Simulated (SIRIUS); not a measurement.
Crystal: GaGe.

```xyz
2
Lattice="0.0000 2.8978 2.8978 2.8978 0.0000 2.8978 2.8978 2.8978 0.0000" Properties=species:S:1:pos:R:3 pbc="T T T"
Ge    0.0000    0.0000    0.0000
Ga    1.4489    1.4489    1.4489
```

The cell comes from a database or a generator and needn't be the stable form of this composition.

Base run:

| Property | Result |
| --- | --- |
| Program | SIRIUS 7.12.0 |
| Functional | HLE16 |
| Potentials or basis | PseudoDojo 0.4.1 PBE standard (scalar relativistic) |
| Cutoff | 1102 eV |
| Density cutoff | 4408 eV |
| k mesh | 7 × 7 × 7 |
| Occupations | fermi-dirac, width 0.05 eV |
| Spin | no spin polarisation |

Its results: band gap on the k mesh none (metal or under the smearing width); pressure -5.7 GPa.

Problem. After a change of settings the same cell gave: band gap on the k mesh none (metal or under the smearing width); pressure -2.3 GPa. Which change was it?
A. functional from HLE16 to revPBE; libxc names from ["XC_GGA_XC_HLE16"] to ["XC_GGA_X_PBE_R", "XC_GGA_C_PBE"]
B. functional from HLE16 to RPBE; libxc names from ["XC_GGA_XC_HLE16"] to ["XC_GGA_X_RPBE", "XC_GGA_C_PBE"]
C. functional from HLE16 to LDA-VWN; libxc names from ["XC_GGA_XC_HLE16"] to ["XC_LDA_X", "XC_LDA_C_VWN"]
D. functional from HLE16 to PBEsol; libxc names from ["XC_GGA_XC_HLE16"] to ["XC_GGA_X_PBE_SOL", "XC_GGA_C_PBE_SOL"]

Solution. D.

Caveats: the potentials were made for another functional, which shifts forces and pressure; the potentials were made for a functional far from this one (some runs).

Runs at the PBE level aren't shown here.
